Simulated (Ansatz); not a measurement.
# wB97X/def2-SVP (core potential) run of CH5InO2 (SMILES [CH3][In]([OH])[OH])

What is the electronic atomisation energy of CH5InO2 at wB97X/def2-SVP (core potential)? 

The results are computed with Ansatz 0.2.0.

57 further runs of the same task are left out: 1 that didn't finish, 56 set aside as unsound or not needed. Runs told in other sessions of the task aren't counted.

## Step 1: The structure to begin with

CH5InO2 has 9 atoms, charge 0, and is taken as a singlet. As SMILES, `[CH3][In]([OH])[OH]`. The coordinates come from a PBE0-D4/def2-TZVP relaxation. This is one conformer, not always the lowest.

Bond lengths: C1–In2 2.127 Å, In2–O3 1.981 Å, In2–O4 1.993 Å, C1–H5 1.090 Å, C1–H6 1.090 Å, C1–H7 1.089 Å, O3–H8 0.961 Å, O4–H9 0.959 Å. Some angles: C1–In2–O3 124.7°, C1–In2–O4 129.1°, O3–In2–O4 106.2°, In2–C1–H5 109.8°, In2–C1–H6 109.5°, In2–C1–H7 109.4°, In2–O3–H8 111.0°, In2–O4–H9 114.4°, H5–C1–H6 109.0°, H5–C1–H7 109.7°.

## Step 2: The energy at wB97X/def2-SVP (core potential)

The input, molecule.yaml:

```yaml
crystal:
  periodic: [false, false, false]
  atoms:
    - {symbol: C, position_ang: [-0.086600, 0.920200, -1.366200]}
    - {symbol: In, position_ang: [0.122900, -0.336100, 0.337800]}
    - {symbol: O, position_ang: [1.440800, -1.806000, 0.500900]}
    - {symbol: O, position_ang: [-0.898600, -0.312900, 2.048600]}
    - {symbol: H, position_ang: [-1.126400, 0.929200, -1.692800]}
    - {symbol: H, position_ang: [0.212100, 1.936300, -1.107700]}
    - {symbol: H, position_ang: [0.547500, 0.548900, -2.169800]}
    - {symbol: H, position_ang: [1.365500, -2.243400, 1.353100]}
    - {symbol: H, position_ang: [-1.577100, 0.363700, 2.096100]}
basis:
  gaussian:
    orbitals: def2-SVP
hamiltonian:
  xc: {name: wB97X}
accuracy: high
output: {orbitals: {seedname: orbitals}}
```

Started as:

```bash
ansatz run molecule.yaml --threads 1 --pin off --max-ram 3480MiB --events-out events.jsonl --progress --plain --runs-dir runs
```

Output:

```text
Warning: RAYON_NUM_THREADS=1 ignored (pool sized by the plan → 1); use --threads N
Functional definition: wB97X
  name "wB97X"
  parameter omega = 0.3/bohr
  parameter cx = 0.157706
  parameter cx1 = 0.726479
  parameter cx2 = 1.04760
  parameter cx3 = -5.70635
  parameter cx4 = 13.2794
  parameter css1 = -4.33879
  parameter css2 = 18.2308
  parameter css3 = -31.7430
  parameter css4 = 17.2901
  parameter cos1 = 2.37031
  parameter cos2 = -11.3995
  parameter cos3 = 6.58405
  parameter cos4 = -3.78132
  exchange = spin_sum(e_x_unif_sr(omega)*poly(b97_u_x, 1 - cx, cx1, cx2, cx3, cx4)) + cx*exact_x_sr(omega)
      + exact_x_lr(omega)
  correlation = spin_sum(e_c_pw_same_spin*poly(b97_u_same, 1, css1, css2, css3, css4))
      + integral(e_c_pw_opposite_spin*poly(b97_u_opposite, 1, cos1, cos2, cos3, cos4))
2222 factors; integrals over basis functions are off by at most 2.0e-8 eV
413 factors; integrals over basis functions are off by at most 2.5e-9 eV
mean field evaluation 1: about -10372.7070 eV, gradient 7.1e1 eV
mean field evaluation 2: about -10368.6524 eV, gradient 8.8e1 eV
mean field evaluation 4: about -10382.4234 eV, gradient 2.3e0 eV
mean field evaluation 8: about -10382.5275 eV, gradient 1.2e-1 eV
mean field evaluation 16: about -10382.5275 eV, gradient 4.7e-5 eV
mean field -10382.52753738 eV, -381.5508494689 hartree, gradient 2.4e-8 eV, S^2 0.000000; 0 other end points of the search recorded, 0 dependent functions left out
reference -10382.52753311 eV, -381.5508493120 hartree; 24, 24 occupied and 69, 69 virtual orbitals, 2222 factors
Total energy: -10382.52753311 eV, -381.5508493120 hartree
```

Wall time 28 s (1 thread of Arm Neoverse V2, shared host); peak memory 0.59 GiB.

## Step 3: The C atom at the same level

The input, molecule.yaml:

```yaml
crystal:
  periodic: [false, false, false]
  atoms:
    - symbol: C
      position_ang: [0.000000, 0.000000, 0.000000]
basis:
  gaussian:
    orbitals: def2-SVP
magnetization:
  spin_polarized: true
  initial_magnetization: 2
hamiltonian:
  xc: {name: wB97X}
accuracy: high
```

Run the same way, it converges to -37.80174 Eh (log not shown).

## Step 4: The H atom at the same level

The input, input.yaml:

```yaml
crystal:
  periodic: [false, false, false]
  atoms:
    - symbol: H
      position_ang: [0.000000, 0.000000, 0.000000]
basis:
  gaussian: {orbitals: def2-SVP}
magnetization: {spin_polarized: true, initial_magnetization: 1}
hamiltonian: {xc: {name: wB97X}}
accuracy: high
```

Run the same way, it converges to -0.50060 Eh (log not shown).

## Step 5: The In atom at the same level

The input, run.yaml:

```yaml
crystal:
  periodic: [false, false, false]
  atoms:
    - {symbol: In, position_ang: [0.000000, 0.000000, 0.000000]}
basis:
  gaussian: {orbitals: def2-SVP}
magnetization: {spin_polarized: true, initial_magnetization: 1}
hamiltonian: {xc: {name: wB97X}}
accuracy: high
```

Run the same way, it converges to -190.13946 Eh (log not shown).

## Step 6: The O atom

Edit molecule.yaml of step 3 so:

```diff
@@ -3,4 +3,3 @@
   atoms:
-    - symbol: C
-      position_ang: [0.000000, 0.000000, 0.000000]
+    - {symbol: O, position_ang: [0.000000, 0.000000, 0.000000]}
 basis:
```

Run the same way, it converges to -74.98253 Eh (log not shown).

## Step 7: Outcome

At wB97X/def2-SVP (core potential):

```
                     quantity          value
       molecule: total energy  -381.55085 Eh
        molecule: HOMO energy      -10.20 eV
        molecule: LUMO energy        1.41 eV
      molecule: HOMO–LUMO gap       11.61 eV
         C atom: total energy   -37.80174 Eh
                 C atom: ⟨S²⟩          2.005
         H atom: total energy    -0.50060 Eh
                 H atom: ⟨S²⟩          0.750
        In atom: total energy  -190.13946 Eh
                In atom: ⟨S²⟩          0.752
         O atom: total energy   -74.98253 Eh
                 O atom: ⟨S²⟩          2.003
electronic atomisation energy      31.064 eV
```

Taking the molecule apart into free atoms costs 31.06 eV (716 kcal/mol), before zero-point energy and without spin-orbit coupling.
